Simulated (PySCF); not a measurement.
# CH7FGeSi2: the cost of one run

Computed with PySCF 2.14.0, with density-fitted response routines of our own, on a single molecule in the gas phase. Atoms are numbered from 0 throughout.

### Step 1. Starting geometry

12 atoms, charge 0, multiplicity 1; geometry from: GFN2-xTB. The atoms were then displaced at random by about 0.01 Å, so the start is not that level's minimum.

Bonds of the start (Å): F0–Si1 1.60, Si1–Si2 2.34, Si2–C3 1.97, C3–Ge4 2.00, Ge4–Si1 2.37, Si1–H5 1.46, Si2–H6 1.45, Si2–H7 1.45, C3–H8 1.11, C3–H9 1.08, Ge4–H10 1.53, Ge4–H11 1.51.

### Step 2. Optimising the geometry at PBE0-D3(BJ)/def2-SVP

Job settings and geometry (Å):

```
{"job": {"xc": "PBE0", "basis": "def2-SVP", "d3": "d3bj", "grid": 1, "shake": 0.01, "kind": "geom"}, "charge": 0, "multiplicity": 1}
F     -0.558880     2.788710    -0.277120
Si    -0.337000     1.346910    -0.940350
Si    -1.499320    -0.408660     0.079150
C      0.230690    -1.147390     0.667160
Ge     1.519990     0.224880     0.007490
H     -0.296310     1.701970    -2.357820
H     -2.196820    -1.317350    -0.808430
H     -2.350310    -0.083170     1.209140
H      0.233280    -1.285410     1.769080
H      0.371820    -2.136920     0.250260
H      2.325290     0.741760     1.204810
H      2.597270    -0.453600    -0.812390
```

The run is started by

```console
$ OMP_NUM_THREADS=1 python probes_run.py task.json out
```

One launch serves the whole session: the jobs run in the order shown.

Q: Estimate the wall time and peak memory of this first job on 1 thread of Arm Neoverse V1, shared host.

About 3.1 min, with a peak of 0.51 GiB.
